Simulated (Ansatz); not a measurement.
# MgAu, space group Pm-3m: the orbital character of the bands

Program: Ansatz 0.2.0 through its Python package.

The script reads `mgau.vasp`:
```text
MgAu
1.0
   3.25900000    0.00000000    0.00000000
   0.00000000    3.25900000    0.00000000
   0.00000000    0.00000000    3.25900000
Mg Au
1 1
Direct
   0.50000000    0.50000000    0.50000000
   0.00000000    0.00000000    0.00000000
```

Run as a notebook:

**Cell 1**
```python
from dataclasses import dataclass
from pathlib import Path

import ansatz as az
from ase.io import read
import pandas as pd
```

**Cell 2**
```python
@dataclass
class RunConfig:
    occupations: str = "Fermi-Dirac"
    xc: str = "pbesol"
    mesh: tuple[int, ...] = (8, 8, 8)
```

**Cell 3**
```python
cfg = RunConfig()
```

**Cell 4**
```python
atoms = read("mgau.vasp", format="vasp")
xtal = az.Crystal.from_ase(atoms)

points = {"G": (0.0, 0.0, 0.0), "X": (0.0, 0.5, 0.0), "M": (0.5, 0.5, 0.0), "R": (0.5, 0.5, 0.5)}
model = (
    xtal.calculation()
    .occupations(cfg.occupations)  # smearing steadies the SCF of a metal
    .functional(cfg.xc)
    .kpoints(mesh=cfg.mesh)
    .band_structure(list(points.values()), intervals=1)  # levels along the path at the converged density
    .fat_bands()
)
session = model.session()
planned = session.plan(threads=1)
done = planned.execute()
report = done.report
```
Output:
```text
DeckWarning: basis.ecutwfc = 420 eV, auto-derived from the records' recommended cutoffs: set by Mg (normal level)
```

**Cell 5**
```python
sorted(key for key in report if key.endswith("_ev"))
```
Output:
```text
['eigenvalues_ev', 'energy_sigma0_ev', 'entropy_ts_ev', 'fermi_energy_ev', 'free_energy_ev',
 'gap_by_band_count_ev', 'harris_foulkes_ev', 'internal_energy_ev', 'lagrangian_above_aufbau_ev',
 'lagrangian_ev', 'lagrangian_sigma0_ev', 'loop_eigenvalues_ev', 'loop_fermi_energy_ev',
 'occupations_fermi_energy_ev', 'residual_norms_ev']
```

**Cell 6**
```python
report["kpoints_frac"][:4]
```
Output:
```text
[[0.0, 0.0, 0.0], [0.0, 0.0, 0.125], [0.0, 0.0, 0.25], [0.0, 0.0, 0.375]]
```

**Cell 7**
```python
file = Path(done.write_results("results")) / "fatbands.tsv"
names = file.read_text().splitlines()[0].lstrip("# ").split("\t")
table = pd.read_csv(file, sep="\t", comment="#", names=names)
near = table[table.e_minus_ef.abs() < 2]
for ik, label in enumerate(points):
    print(label)
    for _, row in near[near.ik == ik].iterrows():
        main = row[names[4:]].astype(float).nlargest(2)
        print(f"   band {int(row.band):3d} {row.e_minus_ef:7.3f} eV  " + ", ".join(f"{k} {v:.2f}" for k, v in main.items()))
```
Output:
```text
G
X
M
   band  13  -1.196 eV  mg0_l1_2P 0.00, mg0_l0_2S 0.00
   band  14  -1.196 eV  mg0_l1_2P 0.00, mg0_l0_2S 0.00
   band  15  -0.436 eV  au1_l0_6S 0.80, au1_l2_5D 0.18
R
```

Notes:
- The mesh is modest for a metal, so energies can be off by several to tens of meV an atom and pressures by half a GPa or more; differences at equal mesh fare better.
- A gap by band count of zero or less means overlapping bands, a metal, and at an odd count of electrons it is no gap at all.
- The structure is a deposited one; some such entries were measured under pressure or heat, so a shift against it needn't be the functional's error alone.
- Gaps and levels are Kohn-Sham values on a finite set of k-points, without spin-orbit coupling.
- Warnings are shown shortened and without file and line.
- Energies are less the Fermi level and bands count from 0. Only the largest channels are printed, equivalent atoms hold more, and in degenerate sets the split between sites is arbitrary; shells that the potentials lack have no channel.
- It ran for 2.1 s on 1 thread of Arm Neoverse V2 (shared host), peak memory 0.42 GiB.

(Lines on the test bed's own set-up are left out of the output.)
